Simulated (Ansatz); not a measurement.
# BiP2: the cost of one run

Computed with Ansatz 0.2.0 (DFT PBE, scalar-relativistic, plane waves, PAW, unless a step's input says otherwise).

## (1) The starting structure

The structure is tetragonal, space group P4/mbm (No. 127). Conventional cell: a = 6.903 Å, b = 6.903 Å, c = 2.531 Å, α = 90.00°, β = 90.00°, γ = 90.00°. Bi (site symmetry 4/m) is surrounded by 2 Bi at 2.53 Å and 4 P at 2.54 Å. P (site symmetry m2m) is surrounded by 2 P at 2.53 Å and 2 Bi at 2.54 Å.

As a file:

```xyz
6
Lattice="6.9033 0.0000 0.0000 0.0000 6.9033 0.0000 0.0000 0.0000 2.5313" Properties=species:S:1:pos:R:3 pbc="T T T"
Bi    0.0000    0.0000    0.0000
Bi    3.4517    3.4517    0.0000
P     1.2205    2.2312    0.0000
P     2.2312    5.6828    0.0000
P     5.6828    4.6721    0.0000
P     4.6721    1.2205    0.0000
```

The cell is invented: 4-, 6-connected net, elements by coordination (P4/mbm, No. 127). The dimensions are guesses.

## (2) Probe: one point on a coarse mesh

Contents of input.yaml:

```yaml
crystal:
  lattice:
    - [6.90330984, 0.0, 0.0]
    - [0.0, 6.90330984, 0.0]
    - [0.0, 0.0, 2.53133668]
  atoms:
    - { symbol: Bi, position: [0.0, 0.0, 0.0] }
    - { symbol: Bi, position: [0.5, 0.5, 0.0] }
    - { symbol: P, position: [0.17679539, 0.32320461, 0.0] }
    - { symbol: P, position: [0.32320461, 0.82320461, 0.0] }
    - { symbol: P, position: [0.82320461, 0.67679539, 0.0] }
    - { symbol: P, position: [0.67679539, 0.17679539, 0.0] }
basis:
  ecutwfc: 420
kpoints:
  mp_grid: { grid: [4, 4, 6] }
hamiltonian:
  xc: pbe
scf:
  occupations: { method: gaussian, width: 0.1 }
  lower_state_search: "off"
output:
  forces: true
  stress: true
  eigenvalues: true
```

Launch:

```console
$ ansatz run input.yaml --threads 1 --pin off --max-ram 2560MiB --backend cpu --events-out ev --progress --plain --runs-dir out
```

**Question.** How long does this run take on 1 thread of Arm Neoverse V1, shared host, and how much memory does it need?

About 5.5 s, with a peak of 0.38 GiB.
